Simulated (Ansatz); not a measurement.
# H2SiW: the cost of one run

Computed with Ansatz 0.2.0, Gaussian basis. Level: def2-TZVPP, core rule «outside noble gas», up to 9 orbitals frozen.

The runs, in order: UHF; CCSD(T) on ROHF; CCSDT(Q) on ROHF; CASSCF and NEVPT2, 11 electrons in 12 orbitals.

10 further runs of the same task are left out: 3 for a known fault of the program, 1 that didn't finish, 6 set aside as unsound or not needed.

## Step 1: What is computed

The geometry is a PBE0/def2-TZVP stationary point (not a proven minimum) of the parent state, kept for this charge and spin. No spin-orbit coupling is included. Elements past krypton take def2 core potentials.

4 atoms, charge 1, spin multiplicity 2.

Atoms are counted from 1 here; the program's logs count them from 0.

Bond lengths: W1–Si2 2.316 Å, Si2–H3 1.493 Å, Si2–H4 1.493 Å. Angles: W1–Si2–H3 125.6°, W1–Si2–H4 125.6°, H3–Si2–H4 108.9°.

Geometry (Å):

```xyz
4
charge 1, multiplicity 2
W     0.00000    0.00000    0.33410
Si    0.00000    0.00000   -1.98230
H     0.00000    1.21465   -2.85100
H     0.00000   -1.21465   -2.85100
```

## Step 2: UHF

Contents of in.yaml:

```yaml
crystal:
  periodic: [false, false, false]
  atoms:
    - {symbol: W, position_ang: [0.000000, 0.000000, 0.334101]}
    - {symbol: Si, position_ang: [0.000000, 0.000000, -1.982302]}
    - {symbol: H, position_ang: [0.000000, 1.214653, -2.851003]}
    - {symbol: H, position_ang: [0.000000, -1.214653, -2.851003]}
basis:
  gaussian: {orbitals: def2-TZVPP}
total_charge: 1
magnetization: {spin_polarized: true, initial_magnetization: 1}
hamiltonian: {xc: hf}
output: {orbitals: {seedname: orbitals}}
```

Run with:

```sh
$ ansatz run in.yaml --threads 1 --pin off --events-out ev --progress --plain --max-ram 2816MiB --backend cpu
```

What time and memory should one allow on 1 thread of AMD EPYC 7R13, shared host?

About 72 s, with a peak of 0.31 GiB.
